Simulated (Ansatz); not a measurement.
# BH2F (SMILES BF): PBE/STO-3G

Aim: the electronic atomisation energy of BH2F at PBE/STO-3G, from 4 runs. 

The results are computed with Ansatz 0.2.0.

### Step 1. Starting point

BH2F: 4 atoms, total charge 0, spin state singlet. SMILES: `BF`. Geometry: relaxed at PBE0-D4/def2-TZVP.

Bond lengths: B1–F2 1.317 Å, B1–H3 1.197 Å, B1–H4 1.198 Å. Angles: F2–B1–H3 117.8°, F2–B1–H4 117.8°, H3–B1–H4 124.4°.

### Step 2. The energy at PBE/STO-3G

The input, input.yaml:

```yaml
basis:
  gaussian: {orbitals: STO-3G}
crystal:
  periodic: [false, false, false]
  atoms:
    - {symbol: B, position_ang: [-0.027300, -0.004000, -0.030800]}
    - {symbol: F, position_ang: [1.061200, -0.296700, 0.649900]}
    - {symbol: H, position_ang: [-1.012500, -0.649100, 0.186200]}
    - {symbol: H, position_ang: [0.034200, 0.889600, -0.825600]}
hamiltonian: {xc: pbe}
accuracy: high
```

The run is started by

```sh
ansatz run input.yaml --threads 1 --pin off --max-ram 2610MiB --events-out events.jsonl --progress --plain --runs-dir runs
```

Output:

```text
Warning: RAYON_NUM_THREADS=1 ignored (pool sized by the plan → 1); use --threads N
Functional definition: PBE
  name "PBE"
  parameter kappa = 0.804
  parameter beta = 0.06672455060314922
  exchange = pbe_x(kappa = kappa, mu = beta*pi^2/3)
  correlation = pbe_c(beta = beta)
186 factors; integrals over basis functions are off by at most 8.6e-9 eV
mean field evaluation 1: about -3374.4121 eV, gradient 9.4e0 eV
mean field evaluation 2: about -3374.4205 eV, gradient 9.0e0 eV
mean field evaluation 4: about -3374.7095 eV, gradient 2.9e-1 eV
mean field evaluation 8: about -3374.6613 eV, gradient 1.6e-3 eV
mean field evaluation 16: about -3374.6613 eV, gradient 5.7e-8 eV
mean field -3374.66129791 eV, -124.0165152706 hartree, gradient 5.7e-8 eV, S^2 0.000000; 0 other end points of the search recorded, 0 dependent functions left out
reference -3374.66129928 eV, -124.0165153210 hartree; 8, 8 occupied and 4, 4 virtual orbitals, 186 factors
Total energy: -3374.66129928 eV, -124.0165153210 hartree
```

Wall time 0.54 s (1 thread of Arm Neoverse V1, shared host).

### Step 3. The B atom, same level

The input, in.yaml:

```yaml
crystal:
  periodic: [false, false, false]
  atoms:
    - {symbol: B, position_ang: [0.000000, 0.000000, 0.000000]}
basis:
  gaussian: {orbitals: STO-3G}
magnetization: {spin_polarized: true, initial_magnetization: 1}
hamiltonian: {xc: {name: PBE}}
accuracy: high
```

The run is started by

```sh
ansatz run in.yaml --threads 1 --pin off --max-ram 2610MiB --events-out events.jsonl --progress --plain --runs-dir runs
```

Output, shortened:

```text
Warning: RAYON_NUM_THREADS=1 ignored (pool sized by the plan → 1); use --threads N
[... 6 set-up lines as earlier in the session ...]
15 factors; integrals over basis functions are off by at most 8.9e-10 eV
mean field evaluation 1: about -659.1828 eV, gradient 1.2e-6 eV
mean field evaluation 2: about -659.1827 eV, gradient 3.8e-6 eV
mean field evaluation 4: about -659.1827 eV, gradient 8.0e-7 eV
mean field evaluation 8: about -659.1825 eV, gradient 0.0e0 eV
mean field evaluation 16: about -659.1379 eV, gradient 5.5e0 eV
mean field -659.18268237 eV, -24.2245167672 hartree, gradient 0.0e0 eV, S^2 0.750000; 2 other end points of the search recorded, 0 dependent functions left out
reference -659.18268363 eV, -24.2245168132 hartree; 3, 2 occupied and 2, 3 virtual orbitals, 15 factors
Total energy: -659.18268363 eV, -24.2245168132 hartree
```

Wall time 0.28 s (1 thread of Arm Neoverse V1, shared host).

### Step 4. The F atom

The input, run.yaml:

```yaml
basis:
  gaussian:
    orbitals: STO-3G
crystal:
  periodic: [false, false, false]
  atoms:
    - {symbol: F, position_ang: [0.000000, 0.000000, 0.000000]}
magnetization:
  spin_polarized: true
  initial_magnetization: 1
hamiltonian:
  xc: {name: PBE}
accuracy: high
```

Run the same way, it converges to -98.16855 Eh (log not shown).

### Step 5. The H atom

The input, run.yaml:

```yaml
crystal:
  periodic: [false, false, false]
  atoms:
    - {symbol: H, position_ang: [0.000000, 0.000000, 0.000000]}
basis:
  gaussian:
    orbitals: STO-3G
magnetization:
  spin_polarized: true
  initial_magnetization: 1
hamiltonian:
  xc: {name: PBE}
accuracy: high
```

Run the same way, it converges to -0.46438 Eh (log not shown).

### Step 6. Summary of results

Level: PBE/STO-3G.

```
                     quantity          value
       molecule: total energy  -124.01652 Eh
         B atom: total energy   -24.22452 Eh
                 B atom: ⟨S²⟩          0.750
         F atom: total energy   -98.16855 Eh
                 F atom: ⟨S²⟩          0.750
         H atom: total energy    -0.46438 Eh
                 H atom: ⟨S²⟩          0.750
electronic atomisation energy      18.904 eV
```

Taking the molecule apart into free atoms costs 18.90 eV (436 kcal/mol), before zero-point energy and without spin-orbit coupling. In a minimal basis such a difference can be off by several eV, whatever the method.
